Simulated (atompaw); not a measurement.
# Pt: the cost of one run

Program: atompaw 4.2.0.5. Reference atom: PBE, scalar-relativistic, spherical and spin-unpolarised. All values are calculated.

### 1 The atom and the settings

Typed settings, in words:

| Property | Result |
| --- | --- |
| element | platinum (Pt, Z = 78) |
| type | PAW |
| frozen core | [Xe] |
| valence charge | 24 |
| reference configuration | 4f14 5d9 6s1 6p0 |
| partial waves | 6s (bound): rc 2.80 bohr; 6s channel at 0.3 Ry: rc 2.30 bohr; 6p (bound, empty): rc 2.80 bohr; 6p channel at 3.95 Ry: rc 2.80 bohr; 5d (bound): rc 2.80 bohr; 5d channel at 2.05 Ry: rc 2.80 bohr; 4f (bound): rc 0.55 bohr; 4f channel at -4.4 Ry: rc 0.55 bohr |
| local potential | bessel scheme, radius 2.45 bohr |
| core correction | smooth core density matched at 2.30 bohr |
| augmentation charge | sinc compensation charge, radius 2.05 bohr; PAW radius 2.80 bohr; waves and projectors: custom rrkj vanderbiltortho |

The nodes and maxima of the atom's own shells, from an earlier all-electron run, set the scale for the radii.

All-electron outer shells of the reference configuration (PBE, scalar-relativistic, ld1.x):

| shell | level (eV) | outermost node (bohr) | outermost maximum (bohr) |
| --- | --- | --- | --- |
| 5s | -101.82 | 0.49 | 0.87 |
| 4f | -70.08 | – | 0.38 |
| 5p | -56.02 | 0.53 | 0.98 |
| 5d | -6.14 | 0.57 | 1.26 |
| 6s | -5.66 | 1.14 | 2.38 |
| 6p | -0.84 | 1.36 | 3.69 |

### 2 Generation

The input, Pt.input:

```
Pt 78
GGA-PBE scalarrelativistic loggrid 2001 logderivrange -7 5 301
6 6 5 4 0 0
6 0 1
6 1 0
5 2 9
0 0 0
c
c
c
c
c
v
c
c
c
c
v
c
c
v
v
3
2.80 2.05 2.45 2.30
y
0.3
n
y
3.95
n
y
2.05
n
y
-4.4
n
custom rrkj vanderbiltortho sinc
bessel
2.80
2.30
2.80
2.80
2.80
2.80
0.55
0.55
PWSCFOUT
UPFDX 0.0125d0 UPFXMIN -7.d0 UPFZMESH 78.d0
END
```

Command:

```bash
$ atompaw < Pt.input > Pt.log
```

**Question.** How long does this run take on 1 thread of Intel Xeon 6975P-C, shared host?

About 7.2 s.
